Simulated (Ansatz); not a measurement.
# C₁₈H₁₂: basis-set convergence

How large a basis does C₁₈H₁₂ need? Two functionals are run in growing sets.

The runs use Ansatz 0.2.0, Gaussian basis; one geometry, several basis sets.

Levels to be run: PBE0-D4/def2-SVP; ωB97M-V/def2-SVP; PBE0-D4/def2-QZVPP; ωB97M-V/def2-QZVPP; the functionals' def2-TZVPP values are taken from earlier runs.

## (1) The geometry

All runs share one geometry, relaxed beforehand with PBE0-D4 in a triple-zeta def2 set.

SMILES `c1ccc2c(c1)ccc1c3ccccc3ccc21`, 30 atoms, charge 0, spin multiplicity 1.

Atoms are counted from 1 here; the program's logs count them from 0.

Bond lengths: C1–C2 1.401 Å, C1–C6 1.369 Å, C1–H19 1.084 Å, C2–C3 1.372 Å, C2–H20 1.084 Å, C3–C4 1.408 Å, C3–H21 1.082 Å, C4–C5 1.416 Å, C4–C18 1.441 Å, C5–C6 1.407 Å, C5–C7 1.418 Å, C6–H22 1.085 Å, C7–C8 1.355 Å, C7–H23 1.085 Å, C8–C9 1.422 Å, C8–H24 1.081 Å, C9–C10 1.441 Å, C9–C18 1.405 Å and more. Angles: C2–C1–C6 119.5°, C2–C1–H19 120.1°, C6–C1–H19 120.4°, C1–C2–C3 120.5°, C1–C2–H20 119.8°, C3–C2–H20 119.6°, C2–C3–C4 121.4°, C2–C3–H21 118.4°, C4–C3–H21 120.2°, C3–C4–C5 117.7°, C3–C4–C18 123.0°, C5–C4–C18 119.3°, C4–C5–C6 119.9°, C4–C5–C7 119.1°, C6–C5–C7 120.9°, C1–C6–C5 120.9°, C1–C6–H22 120.5°, C5–C6–H22 118.5° and more.

## (2) PBE0-D4 in def2-SVP

Input file in.yaml:

```yaml
crystal:
  periodic: [false, false, false]
  atoms:
    - {symbol: C, position_ang: [-0.761069, 4.575326, -0.019775]}
    - {symbol: C, position_ang: [-0.529037, 4.077693, 1.269181]}
    - {symbol: C, position_ang: [-0.285153, 2.742214, 1.467334]}
    - {symbol: C, position_ang: [-0.259714, 1.833234, 0.391786]}
    - {symbol: C, position_ang: [-0.495033, 2.344194, -0.907230]}
    - {symbol: C, position_ang: [-0.743166, 3.717343, -1.087030]}
    - {symbol: C, position_ang: [-0.476113, 1.455957, -2.012466]}
    - {symbol: C, position_ang: [-0.236913, 0.133129, -1.845102]}
    - {symbol: C, position_ang: [0.004774, -0.424508, -0.559916]}
    - {symbol: C, position_ang: [0.258888, -1.833369, -0.391693]}
    - {symbol: C, position_ang: [0.286672, -2.741962, -1.467510]}
    - {symbol: C, position_ang: [0.532178, -4.077170, -1.269541]}
    - {symbol: C, position_ang: [0.763682, -4.574893, 0.019476]}
    - {symbol: C, position_ang: [0.743286, -3.717322, 1.087018]}
    - {symbol: C, position_ang: [0.493664, -2.344419, 0.907386]}
    - {symbol: C, position_ang: [0.472989, -1.456473, 2.012822]}
    - {symbol: C, position_ang: [0.233864, -0.133634, 1.845455]}
    - {symbol: C, position_ang: [-0.006767, 0.424178, 0.560147]}
    - {symbol: H, position_ang: [-0.952861, 5.631618, -0.168058]}
    - {symbol: H, position_ang: [-0.541909, 4.751935, 2.117798]}
    - {symbol: H, position_ang: [-0.110171, 2.394725, 2.476546]}
    - {symbol: H, position_ang: [-0.920642, 4.084425, -2.092467]}
    - {symbol: H, position_ang: [-0.658013, 1.857692, -3.003596]}
    - {symbol: H, position_ang: [-0.231540, -0.507912, -2.715845]}
    - {symbol: H, position_ang: [0.112850, -2.394288, -2.476859]}
    - {symbol: H, position_ang: [0.546883, -4.751106, -2.118371]}
    - {symbol: H, position_ang: [0.957203, -5.630898, 0.167556]}
    - {symbol: H, position_ang: [0.920102, -4.084512, 2.092533]}
    - {symbol: H, position_ang: [0.653739, -1.858399, 3.004084]}
    - {symbol: H, position_ang: [0.227335, 0.507211, 2.716334]}
basis:
  gaussian: {orbitals: def2-SVP}
hamiltonian: {xc: pbe0, dispersion: d4}
output: {orbitals: {seedname: orbitals}}
```

Started as:

```sh
$ ansatz run in.yaml --threads 11 --pin off --events-out ev --progress --plain --max-ram 174080MiB --backend cuda --devices 0, --max-vram 75GiB
```

The runs that follow: ωB97M-V in def2-SVP; PBE0-D4 in def2-QZVPP; ωB97M-V in def2-QZVPP.

**Question.** What will the summary of the whole plan be? Wanted: PBE0-D4: double and triple zeta above quadruple; ωB97M-V: double and triple zeta above quadruple.

As calculated:

| quantity | value |
| --- | --- |
| PBE0-D4: double and triple zeta above quadruple | 20.53, 0.93 eV |
| ωB97M-V: double and triple zeta above quadruple | 21.21, 0.85 eV |

What this shows: PBE0-D4 gains 19.60 eV from double to triple zeta, then 0.93 eV more. Total energies overstate the basis error of differences, where much of it tends to cancel.
